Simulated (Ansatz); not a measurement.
# SiBH₅NF: basis-set convergence

Aim: see how fast density functionals converge with the basis set for SiBH₅NF.

The runs use Ansatz 0.2.0, Gaussian basis; one geometry, several basis sets.

Levels to be run: PBE0-D4/def2-SVP; ωB97M-V/def2-SVP; PBE0-D4/def2-QZVPP; ωB97M-V/def2-QZVPP; the functionals' def2-TZVPP values are taken from earlier runs.

### 1 The geometry

All runs share one geometry, relaxed beforehand with PBE0-D4 in a triple-zeta def2 set.

SMILES `BN[SiH2]F`, 9 atoms, charge 0, spin multiplicity 1.

Atoms are counted from 1 here; the program's logs count them from 0.

Bond lengths: B1–N2 1.404 Å, B1–H5 1.197 Å, B1–H6 1.196 Å, N2–Si3 1.727 Å, N2–H7 1.011 Å, Si3–F4 1.598 Å, Si3–H8 1.480 Å, Si3–H9 1.475 Å. Angles: N2–B1–H5 118.6°, N2–B1–H6 119.8°, H5–B1–H6 121.6°, B1–N2–Si3 125.5°, B1–N2–H7 117.1°, Si3–N2–H7 117.4°, N2–Si3–F4 110.7°, N2–Si3–H8 109.5°, N2–Si3–H9 108.4°, F4–Si3–H8 106.2°, F4–Si3–H9 108.2°, H8–Si3–H9 113.8°.

### 2 PBE0-D4 in def2-SVP

in.yaml

```yaml
crystal:
  periodic: [false, false, false]
  atoms:
    - {symbol: B, position_ang: [-0.223195, 1.530790, -0.028202]}
    - {symbol: N, position_ang: [-0.363176, 0.233374, 0.488712]}
    - {symbol: Si, position_ang: [0.369412, -1.189481, -0.159590]}
    - {symbol: F, position_ang: [-0.683160, -2.019167, -1.029140]}
    - {symbol: H, position_ang: [0.469623, 1.693047, -0.990995]}
    - {symbol: H, position_ang: [-0.787997, 2.444810, 0.498113]}
    - {symbol: H, position_ang: [-0.956134, 0.123159, 1.300242]}
    - {symbol: H, position_ang: [0.784990, -2.080613, 0.946888]}
    - {symbol: H, position_ang: [1.478136, -0.782319, -1.043128]}
basis:
  gaussian: {orbitals: def2-SVP}
hamiltonian: {xc: pbe0, dispersion: d4}
output: {orbitals: {seedname: orbitals}}
```

Run with:

```console
ansatz run in.yaml --threads 2 --pin off --events-out ev --progress --plain --max-ram 4352MiB
```

After this run come: ωB97M-V in def2-SVP; PBE0-D4 in def2-QZVPP; ωB97M-V in def2-QZVPP.

Q: Predict the results of all the runs planned. Wanted: PBE0-D4: double and triple zeta above quadruple; ωB97M-V: double and triple zeta above quadruple.

**Answer**, as computed:

```
                                       quantity          value
PBE0-D4: double and triple zeta above quadruple  9.55, 0.58 eV
ωB97M-V: double and triple zeta above quadruple  9.72, 0.53 eV
```

For PBE0-D4 the step from double to triple zeta gains 8.98 eV and the next only 0.58 eV. Total energies overstate the basis error of differences, where much of it tends to cancel. The LUMO of ωB97M-V is positive and keeps falling with the basis (1.79 to 1.19 eV): an unbound level that the basis holds in place.
